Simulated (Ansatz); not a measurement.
# CH5FO2Si: one species, many methods

One table from this session's results is given with a row withheld; the runs are named, their logs left out.

Method: functionals in def2-TZVPP, the program's frozen cores in correlated methods; program: Ansatz 0.2.0, Gaussian basis.

The runs, in order: LDA (SPW92), PBE-D4, revPBE-D4, BLYP-D4, r2SCAN-D4, B97M-V, PBE0-D4, B3LYP-D4, r2SCANh-D4, r2SCAN0-D4, HSE06-D4, BHLYP-D4, CAM-B3LYP-D4, LC-ωPBE, ωB97X-V, ωB97M-V, B2PLYP, PBE-QIDH; CCSD(T)/def2-SVP; CCSD(T)/def2-TZVPP; CCSD(T)/def2-QZVPP; extrapolation to the limit; RPA on PBE.

## The geometry

An earlier PBE0-D4 in a triple-zeta def2 set relaxation fixed the geometry.

SMILES `C[Si](O)(O)F`, 10 atoms, charge 0, spin multiplicity 1.

Atoms are counted from 1 here; the program's logs count them from 0.

Bond lengths: C1–Si2 1.839 Å, C1–H6 1.092 Å, C1–H7 1.092 Å, C1–H8 1.092 Å, Si2–O3 1.625 Å, Si2–O4 1.636 Å, Si2–F5 1.601 Å, O3–H9 0.958 Å, O4–H10 0.958 Å. Angles: Si2–C1–H6 110.5°, Si2–C1–H7 110.5°, Si2–C1–H8 111.0°, H6–C1–H7 108.3°, H6–C1–H8 108.2°, H7–C1–H8 108.4°, C1–Si2–O3 108.4°, C1–Si2–O4 114.9°, C1–Si2–F5 108.4°, O3–Si2–O4 108.0°, O3–Si2–F5 110.7°, O4–Si2–F5 106.5°, Si2–O3–H9 117.8°, Si2–O4–H10 118.0°.

As a file:

```xyz
10
CH5FO2Si
C    -1.0070    0.4469   -0.8407
Si    0.3475    0.0219    0.3281
O    -0.3174   -0.4192    1.7442
O     1.3307   -1.1874   -0.1682
F     1.2745    1.3136    0.5176
H    -1.6436    1.2289   -0.4214
H    -1.6271   -0.4290   -1.0407
H    -0.6050    0.8078   -1.7899
H     0.2388   -0.8773    2.3760
H     2.0918   -0.9572   -0.7020
```

Set-up of the first run:

The input, in.yaml:

```yaml
crystal:
  periodic: [false, false, false]
  atoms:
    - {symbol: C, position_ang: [-1.006956, 0.446890, -0.840675]}
    - {symbol: Si, position_ang: [0.347490, 0.021935, 0.328143]}
    - {symbol: O, position_ang: [-0.317427, -0.419153, 1.744183]}
    - {symbol: O, position_ang: [1.330744, -1.187389, -0.168211]}
    - {symbol: F, position_ang: [1.274476, 1.313590, 0.517559]}
    - {symbol: H, position_ang: [-1.643641, 1.228872, -0.421422]}
    - {symbol: H, position_ang: [-1.627054, -0.429035, -1.040732]}
    - {symbol: H, position_ang: [-0.605045, 0.807777, -1.789902]}
    - {symbol: H, position_ang: [0.238814, -0.877270, 2.375961]}
    - {symbol: H, position_ang: [2.091800, -0.957218, -0.702007]}
basis:
  gaussian: {orbitals: def2-TZVPP}
hamiltonian: {xc: lda}
output: {orbitals: {seedname: orbitals}}
```

Launch:

```console
$ ansatz run in.yaml --threads 2 --pin off --events-out ev --progress --plain --max-ram 22528MiB --backend cpu
```

Among the steps run: LDA; PBE-D4 (GGA); revPBE-D4 (GGA); BLYP-D4 (GGA); r2SCAN-D4 (meta-GGA); B97M-V (meta-GGA); B3LYP-D4 (hybrid); r2SCANh-D4 (hybrid); r2SCAN0-D4 (hybrid); HSE06-D4 (hybrid); BHLYP-D4 (hybrid); CAM-B3LYP-D4 (range-separated); LC-ωPBE (range-separated); ωB97X-V (range-separated); ωB97M-V (range-separated); B2PLYP (double hybrid); PBE-QIDH (double hybrid).

One of the session's tables, all rows but one given; the rest of the session is left out.

It belongs to the step «Orbital energies across the functionals». 

| functional | HOMO (eV) | LUMO (eV) | gap (eV) |
| --- | --- | --- | --- |
| LDA (SPW92) | -7.75 | -0.36 | 7.38 |
| PBE-D4 | -7.56 | -0.22 | 7.34 |
| revPBE-D4 | ? | ? | ? |
| BLYP-D4 | -7.48 | -0.29 | 7.19 |
| r2SCAN-D4 | -7.94 | 0.51 | 8.45 |
| B97M-V | -8.02 | 0.03 | 8.05 |
| PBE0-D4 | -9.18 | 0.65 | 9.82 |
| B3LYP-D4 | -8.94 | 0.25 | 9.18 |
| r2SCANh-D4 | -8.54 | 0.77 | 9.30 |
| r2SCAN0-D4 | -9.43 | 1.13 | 10.56 |
| HSE06-D4 | -8.77 | 0.28 | 9.05 |
| BHLYP-D4 | -10.69 | 1.24 | 11.93 |
| CAM-B3LYP-D4 | -10.66 | 1.38 | 12.04 |
| LC-ωPBE | -12.02 | 2.76 | 14.78 |
| ωB97X-V | -11.66 | 2.54 | 14.20 |
| ωB97M-V | -11.54 | 2.07 | 13.61 |

Q: Estimate the row for revPBE-D4 from the others.

**Answer.** HOMO (eV): -7.49; LUMO (eV): -0.14; gap (eV): 7.35. In the column «HOMO (eV)» it lies between PBE-D4 (-7.56) and BLYP-D4 (-7.48).
